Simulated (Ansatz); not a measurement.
# Be: one candidate of a structure search

Aim: relax a trial structure of Be and see where it ends.

Program: Ansatz 0.2.0. Level of theory: DFT PBE, scalar-relativistic, plane waves, PAW. These are calculated values, not measurements.

## Step 1: The structure to begin with

The structure is orthorhombic, space group Pmmm (No. 47). The conventional cell has a = 1.555 Å, b = 2.256 Å, c = 14.000 Å, α = 90.00°, β = 90.00°, γ = 90.00°. Be (site symmetry mmm) is surrounded by 2 Be at 1.55 Å.

Coordinates:

```xyz
1
Lattice="1.5549 0.0000 0.0000 0.0000 2.2555 0.0000 0.0000 0.0000 14.0000" Properties=species:S:1:pos:R:3 pbc="T T F"
Be    0.0000    1.1278    7.0000
```

A structure generator made this guess: random sheet by layer group and Wyckoff sites. Its size is a rough estimate.

Only a and b are periodic; c spans vacuum, so the box's volume, pressure and space group aren't properties of the sheet.

## Step 2: Probe: one point on a coarse mesh

Input file input.yaml:

```yaml
crystal:
  lattice:
    - [1.554853, 0.0, 0.0]
    - [0.0, 2.255541, 0.0]
    - [0.0, 0.0, 14.0]
  atoms:
    - { symbol: Be, position: [0.0, 0.5, 0.5] }
  periodic: [true, true, false]
basis:
  ecutwfc: 420
kpoints:
  mp_grid: { grid: [10, 8, 1] }
hamiltonian:
  xc: pbe
scf:
  occupations: { method: gaussian, width: 0.1 }
  lower_state_search: "off"
output:
  forces: true
  stress: true
  eigenvalues: true
```

Command:

```
ansatz run input.yaml --threads 1 --pin off --max-ram 2560MiB --backend cpu --events-out ev --progress --plain --runs-dir out
```

The session goes on with these runs: rough relaxation on the coarse mesh; full relaxation.

Before running it: what results should come out? Wanted: relaxed cell; area; thickness between outermost nuclei; energy over the standard state; gap on the mesh.

**Answer**, as computed:

| quantity | value |
| --- | --- |
| symmetry at the end (tolerance 0.05 Å) | layer group p4/mmm (No. 61) |
| relaxed cell | a = 1.999 Å, b = 1.999 Å, γ = 90.0° |
| area | 4.00 Å²/atom |
| thickness between outermost nuclei | 0.00 Å |
| energy over the standard state | +1.14 eV/atom |
| gap on the mesh | none (metal) |

**Reading.** The symmetry goes from layer group pmmm (No. 37) to layer group p4/mmm (No. 61), and the area per atom grows by 14.0 % from the first guess. It lies above the element's standard state, so it is metastable at best. No finished test with a distortion of lower symmetry is shown, so the end may be a saddle point.
